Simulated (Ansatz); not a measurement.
# BClH₂O₂ (built from SMILES OB(O)Cl): one structure at several levels

How do the functionals fare away from a minimum? The structure is a displaced guess of a reacting structure.

Program: Ansatz 0.2.0, Gaussian basis. Level of theory: single points in def2-TZVPP. These are calculated values, not measurements.

Cores are frozen in the correlated methods.

## (1) Starting geometry

6 atoms, charge 0, spin multiplicity 1.

Atoms are counted from 1 here; the program's logs count them from 0.

Bond lengths: B1–O3 1.304 Å, B1–Cl5 1.663 Å, O2–H6 1.036 Å. Angles: O3–B1–Cl5 151.5°.

Geometry (Å):

```xyz
6

B     0.2493    0.7032   -0.4822
O     0.1654   -1.0239    0.4819
O    -0.8610    0.4164   -1.1033
H    -0.8375   -0.6889   -0.4018
Cl    1.3964    1.7915    0.0344
H    -0.2089   -1.1189    1.4434
```

## (2) CCSD(T)/def2-TZVPP

The input, run/in.yaml:

```yaml
crystal:
  periodic: [false, false, false]
  atoms:
    - {symbol: B, position_ang: [0.249300, 0.703200, -0.482200]}
    - {symbol: O, position_ang: [0.165400, -1.023900, 0.481900]}
    - {symbol: O, position_ang: [-0.861000, 0.416400, -1.103300]}
    - {symbol: H, position_ang: [-0.837500, -0.688900, -0.401800]}
    - {symbol: Cl, position_ang: [1.396400, 1.791500, 0.034400]}
    - {symbol: H, position_ang: [-0.208900, -1.118900, 1.443400]}
basis:
  gaussian: {orbitals: def2-TZVPP}
correlation: {method: ccsd_t}
output: {forces: true}
```

The command line of these runs was not kept.

The program printed, shortened:

```text
Functional definition: HF
  name "HF"
  cite "Fock, Z. Phys. 61, 126 (1930) doi:10.1007/BF01340294"
  parent pbe
[...]
1017 factors; integrals over basis functions are off by at most 9.8e-4 eV
[...]
mean field -17283.69491405 eV, -635.1640727820 hartree, gradient 6.5e-6 eV, S^2 0.000000; 0 other end points of the search recorded, 0 dependent functions left out
8 core orbitals not correlated: weight in the atoms' cores, before any rotation towards them, 1.000 or more for the frozen orbitals, at most 0.000 for the correlated occupied ones
reference -17283.69491405 eV, -635.1640727820 hartree; 12, 12 occupied and 143, 143 virtual orbitals, 1017 factors
second order -21.75969446 eV of doubles, -0.00000000 eV of singles
cycle   1  -21.35741924 eV  change    4.0e-1 eV  update   1.2e-1
[...]
cycle  11  -22.05860529 eV  change   -7.2e-7 eV  update   5.3e-6
perturbative correction -1.00796948 eV, -0.0370421953 hartree
[...]
working
Total energy: -17306.76148882 eV, -636.0117537699 hartree
Atom 0 at     0.249300     0.703200    -0.482200 Å, force    -2.858682    -2.669366     0.703738 eV/Å
Atom 1 at     0.165400    -1.023900     0.481900 Å, force    -2.228510     1.021136     0.507626 eV/Å
Atom 2 at    -0.861000     0.416400    -1.103300 Å, force     1.375238    -0.415849     0.662770 eV/Å
Atom 3 at    -0.837500    -0.688900    -0.401800 Å, force     1.683845     0.716523     0.754489 eV/Å
Atom 4 at     1.396400     1.791500     0.034400 Å, force     0.926200     0.704345     0.079134 eV/Å
Atom 5 at    -0.208900    -1.118900     1.443400 Å, force     1.101908     0.643211    -2.707758 eV/Å
Dipole moment:     0.107667     0.184497     0.326851 e Å
```

Wall time 78 s (4 threads, shared host); peak memory 2.4 GiB.

## (3) PBE0-D4/def2-TZVPP

Changes to run/in.yaml since step 2:

```diff
@@ -11,3 +11,3 @@
   gaussian: {orbitals: def2-TZVPP}
-correlation: {method: ccsd_t}
-output: {forces: true}
+hamiltonian: {xc: pbe0, dispersion: d4}
+output: {forces: true, orbitals: {seedname: orbitals}}
```

The log in run was not kept; the run's report gives a total energy of -17319.449839 eV.

Run time: 1.1 s. Hardware: 4 threads, shared host; peak memory 0.3 GiB.

## (4) wB97M-V/def2-TZVPP

Changes to run/in.yaml since step 3:

```diff
@@ -11,3 +11,3 @@
   gaussian: {orbitals: def2-TZVPP}
-hamiltonian: {xc: pbe0, dispersion: d4}
-output: {forces: true, orbitals: {seedname: orbitals}}
+hamiltonian: {xc: {name: wB97M-V}}
+output: {forces: true}
```

The log in run was not kept; the run's report gives a total energy of -17326.783673 eV.

It took 3.2 s on 4 threads, shared host; peak memory 0.39 GiB.

## (5) r2SCAN-D4/def2-TZVPP

Changes to run/in.yaml since step 4:

```diff
@@ -11,3 +11,3 @@
   gaussian: {orbitals: def2-TZVPP}
-hamiltonian: {xc: {name: wB97M-V}}
+hamiltonian: {xc: r2scan, dispersion: d4}
 output: {forces: true}
```

The program printed, shortened:

```text
Functional definition: r2SCAN
  name "r2SCAN"
  cite "Furness, Kaplan, Ning, Perdew & Sun, J. Phys. Chem. Lett. 11, 8208 (2020) doi:10.1021/acs.jpclett.0c02405"
  cite "Furness, Kaplan, Ning, Perdew & Sun, J. Phys. Chem. Lett. 11, 9248 (2020) doi:10.1021/acs.jpclett.0c03077"
  parent r2scan
[...]
883 factors; their error is unknown
[...]
mean field -17325.68887575 eV, -636.7073224100 hartree, gradient 5.1e-5 eV, S^2 0.000000; 0 other end points of the search recorded, 0 dependent functions left out
[...]
reference -17325.68888584 eV, -636.7073227809 hartree; 20, 20 occupied and 143, 143 virtual orbitals, 883 factors
Total energy: -17325.71379956 eV, -636.7082383431 hartree
Atom 0 at     0.249300     0.703200    -0.482200 Å, force    -2.836395    -2.523175     0.671134 eV/Å
Atom 1 at     0.165400    -1.023900     0.481900 Å, force    -2.081786     0.922435     0.618347 eV/Å
Atom 2 at    -0.861000     0.416400    -1.103300 Å, force     1.518631    -0.280348     0.685988 eV/Å
Atom 3 at    -0.837500    -0.688900    -0.401800 Å, force     1.537496     0.680773     0.663294 eV/Å
Atom 4 at     1.396400     1.791500     0.034400 Å, force     0.764948     0.566241     0.003999 eV/Å
Atom 5 at    -0.208900    -1.118900     1.443400 Å, force     1.097106     0.634074    -2.642763 eV/Å
Dipole moment:     0.109219     0.174293     0.333647 e Å
```

Wall time 1.6 s (4 threads, shared host); peak memory 0.18 GiB.

## (6) PBE-D4/def2-TZVPP

Changes to run/in.yaml since step 5:

```diff
@@ -11,3 +11,3 @@
   gaussian: {orbitals: def2-TZVPP}
-hamiltonian: {xc: r2scan, dispersion: d4}
+hamiltonian: {xc: pbe, dispersion: d4}
 output: {forces: true}
```

The log in run was not kept; the run's report gives a total energy of -17318.803966 eV.

Run time: 0.8 s. Hardware: 4 threads, shared host; peak memory 0.16 GiB.

## (7) HSE06-D4/def2-TZVPP

Changes to run/in.yaml since step 6:

```diff
@@ -11,3 +11,3 @@
   gaussian: {orbitals: def2-TZVPP}
-hamiltonian: {xc: pbe, dispersion: d4}
+hamiltonian: {xc: hse06, dispersion: d4}
 output: {forces: true}
```

The log in run was not kept; the run's report gives a total energy of -17319.015471 eV.

It took 1.2 s on 4 threads, shared host; peak memory 0.31 GiB.

## (8) LC-wPBE/def2-TZVPP

Changes to run/in.yaml since step 7:

```diff
@@ -11,3 +11,3 @@
   gaussian: {orbitals: def2-TZVPP}
-hamiltonian: {xc: hse06, dispersion: d4}
+hamiltonian: {xc: {name: LC-wPBE}}
 output: {forces: true}
```

The program printed, shortened:

```text
Functional definition: LC-wPBE
  name "LC-wPBE"
  cite "Vydrov & Scuseria, J. Chem. Phys. 125, 234109 (2006) doi:10.1063/1.2409292"
  cite "Heyd & Scuseria, J. Chem. Phys. 120, 7274 (2004) doi:10.1063/1.1668634"
  cite "Ernzerhof & Perdew, J. Chem. Phys. 109, 3313 (1998) doi:10.1063/1.476928"
  cite "Perdew, Burke & Ernzerhof, Phys. Rev. Lett. 77, 3865 (1996) doi:10.1103/PhysRevLett.77.3865"
[... 1 set-up line as earlier in the session ...]
[...]
883 factors; their error is unknown
248 factors; integrals over basis functions are off by at most 2.6e-5 eV
[...]
mean field -17322.30583334 eV, -636.5829978947 hartree, gradient 5.7e-5 eV, S^2 0.000000; 0 other end points of the search recorded, 0 dependent functions left out
[...]
reference -17322.30583335 eV, -636.5829978949 hartree; 20, 20 occupied and 143, 143 virtual orbitals, 883 factors
Total energy: -17322.30583335 eV, -636.5829978949 hartree
Atom 0 at     0.249300     0.703200    -0.482200 Å, force    -3.149022    -2.776745     0.592399 eV/Å
Atom 1 at     0.165400    -1.023900     0.481900 Å, force    -2.401663     1.263278     0.619513 eV/Å
Atom 2 at    -0.861000     0.416400    -1.103300 Å, force     1.918296    -0.376577     1.057504 eV/Å
Atom 3 at    -0.837500    -0.688900    -0.401800 Å, force     1.725643     0.804963     0.653682 eV/Å
Atom 4 at     1.396400     1.791500     0.034400 Å, force     0.676461     0.467114    -0.032685 eV/Å
Atom 5 at    -0.208900    -1.118900     1.443400 Å, force     1.230285     0.617967    -2.890413 eV/Å
Dipole moment:     0.103513     0.179976     0.337901 e Å
```

Run time: 1.1 s. Hardware: 4 threads, shared host; peak memory 0.2 GiB.

## (9) Comparison

```tsv
method	RMS force component (eV/Å)	RMS error against CCSD(T) (eV/Å)	angle to CCSD(T) forces (°)	dipole (D)
CCSD(T)	1.468	reference	reference	1.88
PBE0-D4	1.533	0.157	5.5	1.90
wB97M-V	1.531	0.158	5.5	1.90
r2SCAN-D4	1.415	0.103	3.5	1.88
PBE-D4	1.261	0.245	5.5	1.84
HSE06-D4	1.531	0.152	5.3	1.89
LC-wPBE	1.592	0.219	6.8	1.90
```

Energy less the free neutral atoms in their ground states at the same level (atoms from separate runs):

Differences are taken before rounding.

```tsv
method	rung	energy less atoms (kJ/mol)	from CCSD(T) (kJ/mol)
PBE-D4	GGA	-2276.9	-186.7
r2SCAN-D4	meta-GGA	-2198.8	-108.7
PBE0-D4	hybrid	-2161.0	-70.8
HSE06-D4	screened hybrid	-2164.1	-74.0
LC-wPBE	range-separated hybrid	-2149.0	-58.9
wB97M-V	range-separated hybrid	-2179.7	-89.5
Hartree-Fock	wavefunction	-1375.8	+714.3
MP2	wavefunction	-2201.2	-111.0
CCSD	wavefunction	-2026.4	+63.7
CCSD(T)	wavefunction	-2090.1	0
```

What each level took, beside its miss in the forces (shared host):

```tsv
method	time	RMS force error (eV/Å)
CCSD(T)	78 s	0
PBE0-D4	1.1 s	0.157
wB97M-V	3.2 s	0.158
r2SCAN-D4	1.6 s	0.103
PBE-D4	0.8 s	0.245
HSE06-D4	1.2 s	0.152
LC-wPBE	1.1 s	0.219
```

## (10) Outcome

```
                                  quantity                                                                                            value
energy less free atoms, CCSD(T)/def2-TZVPP                                                                                   -2090.1 kJ/mol
                       RMS force component                                                             1.261 to 1.592 eV/Å over the methods
                           RMS force error  PBE0-D4 0.157, wB97M-V 0.158, r2SCAN-D4 0.103, PBE-D4 0.245, HSE06-D4 0.152, LC-wPBE 0.219 eV/Å
                    HOMO and LUMO, PBE0-D4                                                                               -8.42 and -0.64 eV
                             T1 diagnostic                                                                                            0.017
```

**Reading.** Against CCSD(T) the functionals' energies less atoms differ by -186.7 to -58.9 kJ/mol, PBE-D4 by -186.7 kJ/mol. A larger basis would deepen the CCSD(T) value, while the functionals are nearly converged already, so the order here is not reliable. For forces r2SCAN-D4 does best and PBE-D4 worst. Frozen-core CCSD(T) forces in triple zeta carry basis errors of their own, and this is one geometry, so small gaps rank nothing.
